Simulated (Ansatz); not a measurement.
# GaH₂+ (triplet): wave-function methods side by side, aug-cc-pVTZ

An exercise on one series of results from a longer session: the logs are not shown, and one member is left open.

Computed with Ansatz 0.2.0, Gaussian basis. Level: aug-cc-pVTZ, core rule «outside noble gas», up to 14 orbitals frozen.

The runs, in order: UHF; CCSD(T) on ROHF; CCSD(T) on UHF; BCCD(T) on ROHF; CCSDT(Q) on ROHF; CCSDT(Q) on UHF; CASSCF and MRCISD+Q, 4 electrons in 6 orbitals; CASSCF and NEVPT2, 4 electrons in 6 orbitals; Full CI.

24 further runs of the same task are left out: 4 for a known fault of the program, 9 that didn't finish, 11 set aside as unsound or not needed.

## What is computed

The geometry is a PBE0/def2-TZVP stationary point (not a proven minimum). No spin-orbit coupling is included. The filled d shell of Ga may be among the frozen orbitals whatever the setting's name suggests; the logs give the count.

3 atoms, charge 1, spin multiplicity 3.

Atoms are counted from 1 here; the program's logs count them from 0.

Bond lengths: Ga1–H2 1.768 Å, Ga1–H3 1.768 Å. Angles: H2–Ga1–H3 71.9°.

Coordinates:

```xyz
3
charge 1, multiplicity 3
Ga    0.0000    0.0000   -0.0402
H     0.0000    1.0383    1.3910
H     0.0000   -1.0383    1.3910
```

Set-up of the first run:

Input file in.yaml:

```yaml
crystal:
  periodic: [false, false, false]
  atoms:
    - {symbol: Ga, position_ang: [0.000000, 0.000000, -0.040218]}
    - {symbol: H, position_ang: [0.000000, 1.038252, 1.391008]}
    - {symbol: H, position_ang: [0.000000, -1.038252, 1.391008]}
basis:
  gaussian: {orbitals: aug-cc-pVTZ}
total_charge: 1
magnetization: {spin_polarized: true, initial_magnetization: 2}
hamiltonian: {xc: hf}
output: {orbitals: {seedname: orbitals}}
```

Run with:

```
$ ansatz run in.yaml --threads 1 --pin off --events-out ev --progress --plain --max-ram 2393MiB
```

Among the steps run: UHF; CCSD(T) on ROHF; CCSD(T) on UHF; BCCD(T) on ROHF; CCSDT(Q) on ROHF; CCSDT(Q) on UHF; CASSCF and MRCISD+Q, 4 electrons in 6 orbitals; CASSCF and NEVPT2, 4 electrons in 6 orbitals; Full CI.

One table of the session follows, with a row left open; its other results are not shown here.

```
          method  from FCI (kcal/mol)
            ROHF               +44.24
             UHF               +35.30
            RMP2               +10.12
            UMP2               +10.82
           RCCSD                +1.11
           UCCSD                +0.62
        RCCSD(T)                +0.26
        UCCSD(T)                -0.07
         BCCD(T)                +0.27
          RCCSDT                +0.01
          UCCSDT                -0.32
       RCCSDT(Q)                 0.00
       UCCSDT(Q)                -0.33
  CASSCF valence               +17.18
  NEVPT2 valence                +4.58
  MRCISD valence                    ?
MRCISD+Q valence                +0.11
             FCI                    0
```

**Question.** Estimate the row for MRCISD valence.

As computed: from FCI (kcal/mol): +0.41. In the column «from FCI (kcal/mol)» it lies between BCCD(T) (+0.27) and UCCSD (+0.62).

Caveats from the session: UCCSD(T), UCCSDT, UCCSDT(Q) fall below full CI: unrestricted runs freeze a spin-polarised core, another one than full CI's, and coupled cluster isn't variational. Levels on UHF freeze UHF's core orbitals, full CI those of ROHF, so the U rows can settle a little off it for that reason alone. Restricted and unrestricted rows rest on different reference determinants; where their highest levels disagree by more than a few hundredths of an eV, they describe different states and don't form one ladder.
